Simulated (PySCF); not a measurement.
# C7H7NO: NMR shifts in gas and solvents, part 1 of 2

Aim: compute the NMR shifts of C7H7NO (`CC(=O)c1ccccn1`), and see what a dielectric continuum does where one was used.

Programs: PySCF 2.14.0, with density-fitted response routines of our own. Each step states its level of theory. These are calculated values for one molecule, in the gas phase or a continuum, unless marked as measured. Atoms are numbered from 0 throughout.

## Step 1: The molecule as given

16 atoms, charge 0, multiplicity 1; geometry from: GFN2-xTB. The atoms were then displaced at random by about 0.01 Å, so the start is not that level's minimum.

Bonds of the start (Å): C0–C1 1.47, C1–O2 1.22, C1–C3 1.53, C3–C4 1.38, C4–C5 1.38, C5–C6 1.39, C6–C7 1.39, C7–N8 1.34, N8–C3 1.33, C0–H9 1.11, C0–H10 1.09, C0–H11 1.10, C4–H12 1.07, C5–H13 1.07, C6–H14 1.06, C7–H15 1.09.

## Step 2: Optimising the geometry at PBE0-D3(BJ)/def2-TZVP

The job: settings as JSON, then the geometry in Å.

```
{"job": {"xc": "PBE0", "basis": "def2-TZVP", "d3": "d3bj", "grid": 2, "shake": 0.01, "kind": "geom"}, "charge": 0, "multiplicity": 1}
C     -2.483490     0.790700     0.392110
C     -1.744920    -0.417690    -0.006660
O     -2.279150    -1.475040    -0.277840
C     -0.221710    -0.241360    -0.054830
C      0.553380    -1.326600    -0.416900
C      1.923880    -1.128960    -0.444410
C      2.446100     0.113460    -0.124070
C      1.557600     1.129370     0.210630
N      0.234700     0.960280     0.272530
H     -3.573110     0.607320     0.409400
H     -2.180440     1.143350     1.377880
H     -2.274700     1.616090    -0.308150
H      0.069570    -2.257030    -0.653190
H      2.569960    -1.943570    -0.705170
H      3.493780     0.296470    -0.139060
H      1.889530     2.130850     0.478450
```

Started as:

```
$ OMP_NUM_THREADS=2 python probes_run.py task.json out
```

The driver reads the jobs from task.json and runs them one after another.

The program printed:

```text
step   0  E = -400.62483815  max force = 0.029072
step   1  E = -400.62761646  max force = 0.003599
step   2  E = -400.62787699  max force = 0.002697
step   3  E = -400.62794211  max force = 0.003038
step   4  E = -400.62799701  max force = 0.002480
step   5  E = -400.62802527  max force = 0.001639
step   6  E = -400.62803627  max force = 0.000663
step   7  E = -400.62804833  max force = 0.000416
optimisation converged
```

Wall time 8.8 min (2 threads of AMD EPYC, shared host); peak memory 2 GiB.

Relaxation path:

| step | energy from step 0 (eV) | largest force component (eV/Å) |
| --- | --- | --- |
| 0 | 0.0000 | 1.4949 |
| 1 | -0.0756 | 0.1851 |
| 2 | -0.0827 | 0.1387 |
| 3 | -0.0845 | 0.1562 |
| 4 | -0.0860 | 0.1275 |
| 5 | -0.0867 | 0.0843 |
| 6 | -0.0870 | 0.0341 |
| 7 | -0.0874 | 0.0214 |

Close pairs (by a distance rule), those that changed most:

| bond | before (Å) | after (Å) | change (Å) |
| --- | --- | --- | --- |
| C1–C3 | 1.534 | 1.502 | -0.032 |
| C0–C1 | 1.471 | 1.497 | +0.026 |
| C6–H14 | 1.064 | 1.083 | +0.019 |
| C0–H9 | 1.105 | 1.088 | -0.017 |
| C5–H13 | 1.072 | 1.084 | +0.012 |
| C0–H11 | 1.102 | 1.093 | -0.010 |
| C7–N8 | 1.335 | 1.326 | -0.010 |
| C3–C4 | 1.382 | 1.390 | +0.008 |

The end geometry stands in the next job.

| at the end point | value |
| --- | --- |
| rotational constants (GHz, main isotopes) | 3.788, 1.282, 0.964 |
| dipole moment (D) | 3.13 |

## Step 3: Nuclear shieldings: PBE0/pcSseg-2

The job: settings as JSON, then the geometry in Å.

```
{"job": {"kind": "nmr", "xc": "PBE0", "basis": "pcSseg-2"}, "charge": 0, "multiplicity": 1}
C     -2.541254     0.763727     0.464213
C     -1.716149    -0.430761     0.097087
O     -2.200022    -1.519649    -0.108327
C     -0.231690    -0.233870    -0.019758
C      0.566421    -1.305563    -0.403729
C      1.930493    -1.105299    -0.510183
C      2.440390     0.152390    -0.228561
C      1.559524     1.157103     0.147683
N      0.250314     0.977477     0.251291
H     -3.585825     0.468938     0.541091
H     -2.187666     1.194937     1.402572
H     -2.419218     1.545474    -0.289353
H      0.099673    -2.260674    -0.606851
H      2.586872    -1.914693    -0.808366
H      3.501675     0.357156    -0.298192
H      1.927350     2.153641     0.375145
```

With the program's defaults for keys left out, this is: GIAO PBE0/pcSseg-2 NMR shielding, non-relativistic, gas phase.

The program printed:

```text
coarse grid: 14096 points
cycle   1  E = -400.4742911491  dE =  1.625e+00  |g| = 8.202e-01  |ddm| = 2.958e+00
cycle   2  E = -400.0837946758  dE =  3.905e-01  |g| = 1.639e+00  |ddm| = 4.107e+00
cycle   3  E = -400.6027905022  dE = -5.190e-01  |g| = 1.902e-01  |ddm| = 3.437e+00
cycle   4  E = -400.6099590415  dE = -7.169e-03  |g| = 8.426e-02  |ddm| = 2.472e-01
cycle   5  E = -400.6112288279  dE = -1.270e-03  |g| = 3.695e-02  |ddm| = 7.725e-02
cycle   6  E = -400.6115251075  dE = -2.963e-04  |g| = 7.703e-03  |ddm| = 2.915e-02
cycle   7  E = -400.6115383833  dE = -1.328e-05  |g| = 2.557e-03  |ddm| = 7.495e-03
cycle   8  E = -400.6115398746  dE = -1.491e-06  |g| = 7.394e-04  |ddm| = 3.719e-03
final grid: 138264 points
cycle   9  E = -400.6131830123  dE = -1.098e-04  |g| = 1.072e-02  |ddm| = 7.832e-02
cycle  10  E = -400.6131326164  dE =  5.040e-05  |g| = 1.939e-02  |ddm| = 2.276e-02
cycle  11  E = -400.6132063463  dE = -7.373e-05  |g| = 2.892e-03  |ddm| = 1.734e-02
cycle  12  E = -400.6132080271  dE = -1.681e-06  |g| = 3.781e-04  |ddm| = 3.260e-03
cycle  13  E = -400.6132080399  dE = -1.280e-08  |g| = 2.962e-04  |ddm| = 6.175e-04
cycle  14  E = -400.6132080629  dE = -2.296e-08  |g| = 6.080e-05  |ddm| = 3.550e-04
cycle  15  E = -400.6132080637  dE = -7.999e-10  |g| = 1.951e-05  |ddm| = 5.656e-05
converged SCF energy = -400.6132080637

GIAO shielding tensors (ppm)
atom      isotropic    diamagn.    paramagn.     s11        s22        s33       span
  0 C      156.708     243.282     -86.573    137.917    147.883    184.326     46.409
  1 C      -26.274     252.220    -278.493   -120.333    -47.030     88.542    208.874
  2 O     -312.665     397.681    -710.346   -887.889   -411.509    361.405   1249.294
  3 C       22.130     257.782    -235.652    -82.598     12.114    136.874    219.472
  4 C       55.293     257.017    -201.724    -57.520     33.733    189.666    247.186
  5 C       39.924     253.576    -213.651    -78.021     17.217    180.576    258.597
  6 C       50.305     255.515    -205.210    -67.897     42.824    175.988    243.885
  7 C       26.545     252.095    -225.550    -85.904     21.081    144.458    230.362
  8 N      -94.390     325.497    -419.887   -408.505   -165.514    290.850    699.355
  9 H       29.412      28.035       1.377     25.927     28.475     33.835      7.907
 10 H       28.222      29.641      -1.420     24.133     28.788     31.744      7.611
 11 H       28.516      29.599      -1.083     24.789     28.723     32.037      7.248
 12 H       22.916      33.369     -10.453     18.852     21.961     27.934      9.082
 13 H       23.440      29.931      -6.492     20.264     22.830     27.225      6.962
 14 H       23.893      29.787      -5.894     21.379     22.742     27.560      6.181
 15 H       22.501      31.720      -9.219     18.508     22.096     26.899      8.392
```

Run time: 2.8 min. Hardware: 2 threads of AMD EPYC, shared host; peak memory 2.7 GiB.

The references, computed at this level on geometries of the same kind, shield at (ppm): ¹H TMS 31.52, ¹³C TMS 186.0, ¹⁵N NH3 263.8, ¹⁷O H2O 329.5. Their shielding less the atom's gives the shift. The references are single molecules in the gas phase, so shifts against H2O, NH3, PH3, H3PO4 or CFCl3 are not on the usual liquid scales and can be off by tens of ppm. Atoms listed in one row are averaged.

| atoms | environment | σ (ppm) | δ (ppm) |
| --- | --- | --- | --- |
| C1 | ketone carbonyl carbon | -26.3 | 212.3 |
| C3 | substituted aromatic carbon next to a ring nitrogen | 22.1 | 163.9 |
| C7 | aromatic CH next to a ring nitrogen | 26.5 | 159.5 |
| C5 | aromatic CH | 39.9 | 146.1 |
| C6 | aromatic CH | 50.3 | 135.7 |
| C4 | aromatic CH | 55.3 | 130.7 |
| C0 | methyl carbon α to a carbonyl | 156.7 | 29.3 |
| H15 | hydrogen on an aromatic CH next to a ring nitrogen | 22.50 | 9.02 |
| H12 | hydrogen on an aromatic CH | 22.92 | 8.61 |
| H13 | hydrogen on an aromatic CH | 23.44 | 8.08 |
| H14 | hydrogen on an aromatic CH | 23.89 | 7.63 |
| H9, H10, H11 | hydrogen on a methyl carbon α to a carbonyl | 28.72 | 2.81 |
| O2 | ketone oxygen | -312.7 | 642.2 |
| N8 | pyridine-type ring nitrogen | -94.4 | 358.2 |

The run also stored atomic charges by several schemes (e):

| atoms | Mulliken | IAO | Hirshfeld | ESP fit |
| --- | --- | --- | --- | --- |
| C0 | -0.01 | -0.49 | -0.14 | -0.53 |
| C1 | 0.23 | 0.39 | 0.16 | 0.50 |
| O2 | -0.40 | -0.43 | -0.23 | -0.50 |
| C3 | 0.26 | 0.07 | 0.04 | 0.58 |
| C4 | -0.11 | -0.15 | -0.04 | -0.56 |
| C5 | 0.04 | -0.12 | -0.03 | 0.27 |
| C6 | -0.01 | -0.17 | -0.04 | -0.51 |
| C7 | 0.05 | -0.01 | 0.02 | 0.42 |
| N8 | -0.32 | -0.28 | -0.14 | -0.66 |

Mayer bond orders: C0–C1 1.02, C1–O2 1.92, C1–C3 0.99, C3–C4 1.38, C4–C5 1.42, C5–C6 1.37, C6–C7 1.38, C7–N8 1.61, N8–C3 1.40.

Ring of atoms C3, C4, C5, C6, C7, N8: NICS(0) -7.0, NICS(1) -10.2, NICS(1)zz -28.4 ppm (means of both faces).

## Step 4: NMR shieldings: KT3/pcSseg-2

The job, as its differences from that of step 3:

```diff
@@ -1,2 +1,2 @@
-{"job": {"kind": "nmr", "xc": "PBE0", "basis": "pcSseg-2"}, "charge": 0, "multiplicity": 1}
+{"job": {"kind": "nmr", "xc": "KT3", "basis": "pcSseg-2", "pop": false}, "charge": 0, "multiplicity": 1}
 C     -2.541254     0.763727     0.464213
```

Level: GIAO KT3/pcSseg-2 NMR shielding, non-relativistic, gas phase.

The program printed:

```text
coarse grid: 14096 points
cycle   1  E = -407.1434110551  dE =  1.374e+00  |g| = 9.738e-01  |ddm| = 3.665e+00
cycle   2  E = -404.5004067197  dE =  2.643e+00  |g| = 2.807e+00  |ddm| = 5.091e+00
cycle   3  E = -407.0880690870  dE = -2.588e+00  |g| = 9.089e-01  |ddm| = 4.877e+00
cycle   4  E = -407.3303893636  dE = -2.423e-01  |g| = 2.166e-01  |ddm| = 9.905e-01
cycle   5  E = -407.3210736058  dE =  9.316e-03  |g| = 2.694e-01  |ddm| = 4.188e-01
cycle   6  E = -407.3408121153  dE = -1.974e-02  |g| = 7.221e-02  |ddm| = 3.304e-01
cycle   7  E = -407.3420626200  dE = -1.251e-03  |g| = 2.547e-02  |ddm| = 7.044e-02
cycle   8  E = -407.3421964253  dE = -1.338e-04  |g| = 9.534e-03  |ddm| = 3.162e-02
cycle   9  E = -407.3422114886  dE = -1.506e-05  |g| = 5.138e-03  |ddm| = 1.170e-02
cycle  10  E = -407.3422184812  dE = -6.993e-06  |g| = 1.200e-03  |ddm| = 5.088e-03
final grid: 138264 points
cycle  11  E = -407.3591139762  dE = -5.718e-04  |g| = 9.553e-03  |ddm| = 4.056e-01
cycle  12  E = -407.3590238275  dE =  9.015e-05  |g| = 2.269e-02  |ddm| = 4.406e-02
cycle  13  E = -407.3591284907  dE = -1.047e-04  |g| = 2.963e-03  |ddm| = 3.329e-02
cycle  14  E = -407.3591295274  dE = -1.037e-06  |g| = 1.829e-03  |ddm| = 3.641e-03
cycle  15  E = -407.3591303428  dE = -8.155e-07  |g| = 6.107e-04  |ddm| = 1.805e-03
cycle  16  E = -407.3591304365  dE = -9.369e-08  |g| = 2.404e-04  |ddm| = 6.068e-04
cycle  17  E = -407.3591304493  dE = -1.285e-08  |g| = 4.956e-05  |ddm| = 2.460e-04
cycle  18  E = -407.3591304499  dE = -5.982e-10  |g| = 1.101e-05  |ddm| = 7.615e-05
converged SCF energy = -407.3591304499

GIAO shielding tensors (ppm)
atom      isotropic    diamagn.    paramagn.     s11        s22        s33       span
  0 C      155.744     243.096     -87.352    139.553    146.084    181.595     42.042
  1 C      -13.501     251.523    -265.023    -97.165    -28.803     85.466    182.631
  2 O     -261.255     397.155    -658.409   -774.590   -357.828    348.653   1123.242
  3 C       32.127     264.170    -232.043    -60.957     22.936    134.403    195.361
  4 C       64.034     261.775    -197.741    -38.247     45.167    185.183    223.431
  5 C       49.891     257.973    -208.082    -56.912     32.519    174.067    230.980
  6 C       58.783     259.231    -200.448    -48.238     53.977    170.609    218.847
  7 C       36.045     255.059    -219.014    -65.483     34.781    138.836    204.319
  8 N      -68.595     327.901    -396.495   -348.204   -135.329    277.750    625.954
  9 H       29.698      27.238       2.460     26.588     28.675     33.832      7.243
 10 H       28.338      30.384      -2.045     24.293     28.951     31.771      7.478
 11 H       28.625      30.301      -1.677     24.957     28.864     32.052      7.095
 12 H       23.345      33.008      -9.664     19.411     22.690     27.933      8.522
 13 H       23.860      28.526      -4.666     20.782     23.602     27.196      6.414
 14 H       24.361      27.739      -3.378     22.021     23.526     27.536      5.515
 15 H       22.891      31.009      -8.118     19.014     22.757     26.902      7.887
```

It took 2.9 min on 2 threads of AMD EPYC, shared host; peak memory 2.1 GiB.

In short: δ C1 196.7, C3 151.1, C7 147.2, C5 133.3, H15 8.74, H12 8.29 ppm.

## Step 5: Shielding tensors: wB97X-D/pcSseg-2

The job, as its differences from that of step 4:

```diff
@@ -1,2 +1,2 @@
-{"job": {"kind": "nmr", "xc": "KT3", "basis": "pcSseg-2", "pop": false}, "charge": 0, "multiplicity": 1}
+{"job": {"kind": "nmr", "xc": "wB97X-D", "basis": "pcSseg-2", "pop": false}, "charge": 0, "multiplicity": 1}
 C     -2.541254     0.763727     0.464213
```

With the program's defaults for keys left out, this is: GIAO wB97X-D/pcSseg-2 NMR shielding, non-relativistic, gas phase.

The program printed:

```text
coarse grid: 14096 points
cycle   1  E = -400.7698115887  dE =  1.968e+00  |g| = 8.837e-01  |ddm| = 2.927e+00
cycle   2  E = -400.5983544039  dE =  1.715e-01  |g| = 1.372e+00  |ddm| = 2.217e+00
cycle   3  E = -400.9297608568  dE = -3.314e-01  |g| = 9.556e-02  |ddm| = 1.553e+00
cycle   4  E = -400.9311506071  dE = -1.390e-03  |g| = 6.584e-02  |ddm| = 1.196e-01
cycle   5  E = -400.9320517114  dE = -9.011e-04  |g| = 1.785e-02  |ddm| = 5.913e-02
cycle   6  E = -400.9321234573  dE = -7.175e-05  |g| = 5.074e-03  |ddm| = 2.197e-02
cycle   7  E = -400.9321319817  dE = -8.524e-06  |g| = 1.680e-03  |ddm| = 9.395e-03
final grid: 138264 points
cycle   8  E = -400.9380508438  dE = -2.699e-04  |g| = 6.360e-03  |ddm| = 8.827e-02
cycle   9  E = -400.9380554309  dE = -4.587e-06  |g| = 5.016e-03  |ddm| = 1.430e-02
cycle  10  E = -400.9380603972  dE = -4.966e-06  |g| = 8.776e-04  |ddm| = 4.123e-03
cycle  11  E = -400.9380605371  dE = -1.399e-07  |g| = 5.445e-04  |ddm| = 1.464e-03
cycle  12  E = -400.9380606068  dE = -6.967e-08  |g| = 1.112e-04  |ddm| = 5.655e-04
cycle  13  E = -400.9380606120  dE = -5.186e-09  |g| = 5.236e-05  |ddm| = 2.804e-04
cycle  14  E = -400.9380606138  dE = -1.807e-09  |g| = 2.216e-05  |ddm| = 1.163e-04
cycle  15  E = -400.9380606141  dE = -2.814e-10  |g| = 1.169e-05  |ddm| = 4.618e-05
converged SCF energy = -400.9380606141

GIAO shielding tensors (ppm)
atom      isotropic    diamagn.    paramagn.     s11        s22        s33       span
  0 C      156.402     241.254     -84.852    137.921    146.989    184.297     46.376
  1 C      -27.974     251.599    -279.573   -123.457    -49.102     88.637    212.094
  2 O     -311.366     397.504    -708.870   -882.876   -414.555    363.333   1246.209
  3 C       20.081     257.034    -236.953    -87.418     11.575    136.087    223.505
  4 C       53.969     255.155    -201.187    -61.023     33.581    189.348    250.371
  5 C       38.141     251.636    -213.495    -82.529     15.812    181.141    263.670
  6 C       49.306     253.654    -204.348    -71.515     42.874    176.558    248.074
  7 C       25.283     250.418    -225.135    -89.683     20.422    145.109    234.791
  8 N      -96.681     324.353    -421.035   -409.145   -172.479    291.580    700.724
  9 H       29.480      28.169       1.311     25.891     28.586     33.964      8.072
 10 H       28.355      29.259      -0.904     24.289     28.928     31.846      7.557
 11 H       28.646      29.214      -0.567     24.938     28.864     32.138      7.201
 12 H       22.998      33.393     -10.395     18.923     22.014     28.057      9.134
 13 H       23.526      30.097      -6.571     20.413     22.862     27.303      6.890
 14 H       23.970      30.077      -6.107     21.430     22.820     27.659      6.229
 15 H       22.612      31.608      -8.996     18.628     22.201     27.007      8.378
```

It took 3.4 min on 2 threads of AMD EPYC, shared host; peak memory 2.8 GiB.

Key values: δ C1 214.3, C3 166.2, C7 161.0, C5 148.1, H15 9.02, H12 8.64 ppm.

## Step 6: Nuclear shieldings: B97-2/pcSseg-2

The job, as its differences from that of step 5:

```diff
@@ -1,2 +1,2 @@
-{"job": {"kind": "nmr", "xc": "wB97X-D", "basis": "pcSseg-2", "pop": false}, "charge": 0, "multiplicity": 1}
+{"job": {"kind": "nmr", "xc": "B97-2", "basis": "pcSseg-2", "pop": false}, "charge": 0, "multiplicity": 1}
 C     -2.541254     0.763727     0.464213
```

Method: GIAO B97-2/pcSseg-2 NMR shielding, non-relativistic, gas phase.

The program printed:

```text
coarse grid: 14096 points
cycle   1  E = -400.7857453050  dE =  1.573e+00  |g| = 8.500e-01  |ddm| = 2.959e+00
cycle   2  E = -400.3241608383  dE =  4.616e-01  |g| = 1.737e+00  |ddm| = 4.760e+00
cycle   3  E = -400.9218411160  dE = -5.977e-01  |g| = 2.116e-01  |ddm| = 4.092e+00
cycle   4  E = -400.9308009601  dE = -8.960e-03  |g| = 9.461e-02  |ddm| = 2.757e-01
cycle   5  E = -400.9323807944  dE = -1.580e-03  |g| = 4.296e-02  |ddm| = 8.696e-02
cycle   6  E = -400.9327916415  dE = -4.108e-04  |g| = 8.793e-03  |ddm| = 3.356e-02
cycle   7  E = -400.9328089514  dE = -1.731e-05  |g| = 3.040e-03  |ddm| = 8.643e-03
cycle   8  E = -400.9328111720  dE = -2.221e-06  |g| = 7.799e-04  |ddm| = 4.321e-03
final grid: 138264 points
cycle   9  E = -400.9332246055  dE = -1.491e-04  |g| = 3.891e-03  |ddm| = 1.122e-01
cycle  10  E = -400.9332198060  dE =  4.800e-06  |g| = 6.205e-03  |ddm| = 8.119e-03
cycle  11  E = -400.9332275643  dE = -7.758e-06  |g| = 1.356e-03  |ddm| = 6.210e-03
cycle  12  E = -400.9332278781  dE = -3.138e-07  |g| = 4.259e-04  |ddm| = 1.742e-03
cycle  13  E = -400.9332279091  dE = -3.098e-08  |g| = 1.898e-04  |ddm| = 3.662e-04
cycle  14  E = -400.9332279190  dE = -9.911e-09  |g| = 2.102e-05  |ddm| = 1.996e-04
cycle  15  E = -400.9332279191  dE = -8.879e-11  |g| = 9.012e-06  |ddm| = 2.778e-05
converged SCF energy = -400.9332279191

GIAO shielding tensors (ppm)
atom      isotropic    diamagn.    paramagn.     s11        s22        s33       span
  0 C      156.381     243.421     -87.040    138.605    147.367    183.172     44.567
  1 C      -22.944     252.858    -275.802   -114.934    -42.198     88.301    203.236
  2 O     -295.568     398.107    -693.675   -851.730   -395.361    360.386   1212.116
  3 C       24.537     258.852    -234.315    -77.417     14.566    136.462    213.879
  4 C       57.311     257.305    -199.994    -52.807     36.520    188.220    241.027
  5 C       42.385     253.899    -211.514    -72.773     20.883    179.044    251.817
  6 C       52.678     255.602    -202.924    -62.527     45.627    174.934    237.460
  7 C       29.006     252.562    -223.555    -80.928     24.353    143.594    224.522
  8 N      -87.712     325.959    -413.671   -393.595   -157.975    288.435    682.030
  9 H       29.545      27.743       1.802     26.103     28.631     33.902      7.799
 10 H       28.345      29.793      -1.448     24.291     28.935     31.809      7.517
 11 H       28.635      29.740      -1.104     24.944     28.864     32.098      7.154
 12 H       23.103      33.538     -10.435     19.063     22.202     28.042      8.978
 13 H       23.627      29.967      -6.340     20.479     23.087     27.316      6.837
 14 H       24.089      29.730      -5.641     21.582     23.029     27.655      6.073
 15 H       22.679      31.788      -9.109     18.720     22.332     26.987      8.267
```

Run time: 2.1 min. Hardware: 2 threads of AMD EPYC, shared host; peak memory 2.8 GiB.

In short: δ C1 208.3, C3 160.8, C7 156.4, C5 143.0, H15 8.96, H12 8.53 ppm.

(Continued in part 2 of 2.)
